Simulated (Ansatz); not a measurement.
# SnH₂ (triplet): the correlation ladder, def2-TZVP

One table from this session's results is given with a row withheld; the runs are named, their logs left out.

The runs use Ansatz 0.2.0, Gaussian basis; def2-TZVP, core rule «outside noble gas», up to 9 orbitals frozen.

Plan: UHF; CCSD(T) on ROHF; CCSD(T) on UHF; BCCD(T) on ROHF; CISD as a restricted active space (open shells left free, so some higher excitations enter); CCSDT(Q) on ROHF; CCSDT(Q) on UHF; CISDTQ; CASSCF and MRCISD+Q, 6 electrons in 6 orbitals; CASSCF and NEVPT2, 6 electrons in 6 orbitals; Full CI.

7 further runs of the same task are left out: 1 that didn't finish, 6 set aside as unsound or not needed. Runs told in other sessions of the task aren't counted.

## The geometry

The geometry is a PBE0/def2-TZVP stationary point (not a proven minimum). No spin-orbit coupling is included. Elements past krypton take def2 core potentials.

3 atoms, charge 0, spin multiplicity 3.

Atoms are counted from 1 here; the program's logs count them from 0.

Bond lengths: Sn1–H2 1.715 Å, Sn1–H3 1.715 Å. Angles: H2–Sn1–H3 119.7°.

Set-up of the first run:

File in.yaml:

```yaml
crystal:
  periodic: [false, false, false]
  atoms:
    - {symbol: Sn, position_ang: [0.000000, -0.014391, 0.000000]}
    - {symbol: H, position_ang: [0.000000, 0.847453, -1.482753]}
    - {symbol: H, position_ang: [0.000000, 0.847453, 1.482753]}
basis:
  gaussian: {orbitals: def2-TZVP}
magnetization: {spin_polarized: true, initial_magnetization: 2}
hamiltonian: {xc: hf}
output: {orbitals: {seedname: orbitals}}
```

The run is started by

```bash
ansatz run in.yaml --threads 1 --pin off --events-out ev --progress --plain --max-ram 2624MiB --backend cpu
```

Steps of the session up to this table: UHF; CCSD(T) on ROHF; CCSD(T) on UHF; BCCD(T) on ROHF; CISD as a restricted active space (open shells left free, so some higher excitations enter); CCSDT(Q) on ROHF; CCSDT(Q) on UHF; CISDTQ; CASSCF and MRCISD+Q, 6 electrons in 6 orbitals; CASSCF and NEVPT2, 6 electrons in 6 orbitals; Full CI.

One of the session's tables, all rows but one given; the rest of the session is left out.

It belongs to the step «Misses and costs». 

```
          method  from FCI (kcal/mol)
            ROHF               +61.90
             UHF               +60.30
            RMP2               +14.92
            UMP2               +14.36
           RCCSD                +1.96
           UCCSD                +1.42
        RCCSD(T)                +0.42
        UCCSD(T)                -0.09
         BCCD(T)                +0.42
          RCCSDT                +0.01
          UCCSDT                -0.51
       RCCSDT(Q)                -0.03
       UCCSDT(Q)                -0.54
  CASSCF valence               +40.64
  NEVPT2 valence                    ?
  MRCISD valence                +1.68
MRCISD+Q valence                +0.07
             FCI                    0
```

Estimate the missing values for NEVPT2 valence.

The run gave: from FCI (kcal/mol): +11.87. In the column «from FCI (kcal/mol)» it lies between RCCSD (+1.96) and UMP2 (+14.36).

Limits of these values: UCCSD(T), UCCSDT, UCCSDT(Q) fall below full CI: unrestricted runs freeze a spin-polarised core, another one than full CI's, and coupled cluster isn't variational. Levels on UHF freeze UHF's core orbitals, full CI those of ROHF, so the U rows can settle a little off it for that reason alone. Restricted and unrestricted rows rest on different reference determinants; a gap between their highest levels can come from leftover correlation error, from unlike frozen cores or from another state.
